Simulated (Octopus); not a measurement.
# AlH2SOF (SMILES [OH][Al]([F])[SH]), step by step

Aim: a series of 8 runs (PBEsol) of AlH2SOF. The setting varied is the stencil order, density conv. 

Program for the calculation: Octopus 16.4.

4 further runs of the same task are left out: 4 set aside as unsound or not needed.

**1. Starting point**

AlH2SOF has 6 atoms, charge 0, and is taken as a singlet. As SMILES, `[OH][Al]([F])[SH]`. The coordinates come from a PBE0-D4/def2-TZVP relaxation. This is one conformer, not always the lowest.

Bond lengths: O1–Al2 1.679 Å, Al2–F3 1.641 Å, Al2–S4 2.167 Å, O1–H5 0.955 Å, S4–H6 1.345 Å. Angles: O1–Al2–F3 118.1°, O1–Al2–S4 123.1°, F3–Al2–S4 118.8°, Al2–O1–H5 125.1°, Al2–S4–H6 92.0°.

**2. Energy and forces at PBEsol (scalar, in the pseudopotentials, pseudodojo_pbesol potentials, box margin 4 angstrom, extra states 0, grid spacing 0.15 angstrom, mix field default) (run 1)**

Command:

```bash
$ OMP_NUM_THREADS=1 octopus > gs.log
```

The log of the run:

```text
Version                : 16.4
[... 193 lines left out ...]
Converged eigenvectors: 0
#  State  Eigenvalue [eV]  Occupation    Error
[... 9 lines left out ...]
Converged eigenvectors: 0
#  State  Eigenvalue [eV]  Occupation    Error
[... 46 lines left out ...]
Converged eigenvectors: 0
#  State  Eigenvalue [eV]  Occupation    Error
[... 9 lines left out ...]
Converged eigenvectors: 0
#  State  Eigenvalue [eV]  Occupation    Error
[... 6 lines left out ...]
Info: SCF converged in   16 iterations
[... 1 line left out ...]
**   Some of the states are not fully converged!
[... 1 line left out ...]
Octopus emitted 2 warnings.
```

Wall time 39 s (1 thread of Arm Neoverse V1, shared host); peak memory 0.18 GiB.

**3. Energy and gradient at PBEsol (scalar, in the pseudopotentials, pseudodojo_pbesol potentials, box margin 4 angstrom, extra states 0, grid spacing 0.15 angstrom, mix field default) (run 2)**

Command:

```bash
$ OMP_NUM_THREADS=1 octopus > gs.log
```

The log of the run:

```text
Version                : 16.4
[... 193 lines left out ...]
Converged eigenvectors: 0
#  State  Eigenvalue [eV]  Occupation    Error
[... 9 lines left out ...]
Converged eigenvectors: 0
#  State  Eigenvalue [eV]  Occupation    Error
[... 46 lines left out ...]
Converged eigenvectors: 0
#  State  Eigenvalue [eV]  Occupation    Error
[... 9 lines left out ...]
Converged eigenvectors: 0
#  State  Eigenvalue [eV]  Occupation    Error
[... 6 lines left out ...]
Info: SCF converged in   16 iterations
[... 1 line left out ...]
**   Some of the states are not fully converged!
[... 1 line left out ...]
Octopus emitted 2 warnings.
```

It took 42 s on 1 thread of Arm Neoverse V1, shared host; peak memory 0.18 GiB.

Runs 3 to 7 aren't shown in full; the table further down has their settings and results.

**4. Energy and forces at PBEsol (scalar, in the pseudopotentials, pseudodojo_pbesol potentials, box margin 4.5 angstrom, extra states 0, grid spacing 0.15 angstrom, mix field default) (run 8)**

Command:

```bash
$ OMP_NUM_THREADS=1 octopus > gs.log
```

The log of the run:

```text
Version                : 16.4
[... 188 lines left out ...]
Converged eigenvectors: 0
#  State  Eigenvalue [eV]  Occupation    Error
[... 9 lines left out ...]
Converged eigenvectors: 0
#  State  Eigenvalue [eV]  Occupation    Error
[... 61 lines left out ...]
Converged eigenvectors: 0
#  State  Eigenvalue [eV]  Occupation    Error
[... 10 lines left out ...]
Converged eigenvectors: 0
#  State  Eigenvalue [eV]  Occupation    Error
[... 6 lines left out ...]
Info: SCF converged in   21 iterations
[... 1 line left out ...]
**   Some of the states are not fully converged!
[... 1 line left out ...]
Octopus emitted 1 warning.
```

It took 71 s on 1 thread of Arm Neoverse V1, shared host; peak memory 0.23 GiB.

**5. The series**

```
run                                                                                                                                                                   level  stencil order  density conv  energy (Eh)  dipole moment (D)  HOMO energy (eV)  wall time
  1            PBEsol (scalar, in the pseudopotentials, pseudodojo_pbesol potentials, box margin 4 angstrom, extra states 0, grid spacing 0.15 angstrom, mix field default)              3         1e-06   -55.676035               1.69             -6.81       39 s
  2            PBEsol (scalar, in the pseudopotentials, pseudodojo_pbesol potentials, box margin 4 angstrom, extra states 0, grid spacing 0.15 angstrom, mix field default)              4         1e-06   -55.654110               1.69             -6.81       42 s
  3            PBEsol (scalar, in the pseudopotentials, pseudodojo_pbesol potentials, box margin 4 angstrom, extra states 0, grid spacing 0.15 angstrom, mix field default)              6         1e-06   -55.646470               1.68             -6.81       47 s
  4            PBEsol (scalar, in the pseudopotentials, pseudodojo_pbesol potentials, box margin 4 angstrom, extra states 0, grid spacing 0.15 angstrom, mix field default)              8         1e-06   -55.645503               1.68             -6.81       54 s
  5          PBEsol (scalar, in the pseudopotentials, pseudodojo_pbesol potentials, box margin 4.5 angstrom, extra states 0, grid spacing 0.15 angstrom, mix field default)              4        0.0001   -55.654587               1.67             -6.83       35 s
  6  PBEsol (scalar, in the pseudopotentials, pseudodojo_pbesol potentials, box margin 4.50002 angstrom, extra states 0, grid spacing 0.150022 angstrom, mix field default)              4         1e-05   -55.654603               1.67             -6.83       45 s
  7          PBEsol (scalar, in the pseudopotentials, pseudodojo_pbesol potentials, box margin 4.5 angstrom, extra states 0, grid spacing 0.15 angstrom, mix field default)              4         1e-06   -55.654588               1.67             -6.83       52 s
  8          PBEsol (scalar, in the pseudopotentials, pseudodojo_pbesol potentials, box margin 4.5 angstrom, extra states 0, grid spacing 0.15 angstrom, mix field default)              4         1e-08   -55.654588               1.67             -6.83       71 s
```

Convergence of the total energy of singlet AlH2SOF with the stencil order, against the last point:

```
stencil order  from the last (mEh)  wall time
            3              -30.532       39 s
            4               -8.607       42 s
            6               -0.967       47 s
            8               +0.000       54 s
```

Convergence of the dipole moment of singlet AlH2SOF with the stencil order, against the last point:

```
stencil order  from the last (D)  wall time
            3            +0.0115       39 s
            4            +0.0033       42 s
            6            +0.0004       47 s
            8            +0.0000       54 s
```

**6. Results**

| quantity | value |
| --- | --- |
| run 8, PBEsol: total energy | -55.65459 Eh |
| run 8, PBEsol: dipole moment | 1.67 D |
| run 8, PBEsol: HOMO energy | -6.83 eV |

**Reading.** For the total energy of singlet AlH2SOF to stay within 10 mEh of the last point, 4 is the first point of the series from which all later ones do (42 s against 54 s). For the total energy of singlet AlH2SOF to stay within 2 mEh of the last point, 6 is the first point of the series from which all later ones do (47 s against 54 s). For the dipole moment of singlet AlH2SOF to stay within 0.01 D of the last point, 4 is the first point of the series from which all later ones do (42 s against 54 s). Over the runs the total energy spans 0.831 eV. All runs together took 6.4 min, the longest 71 s.
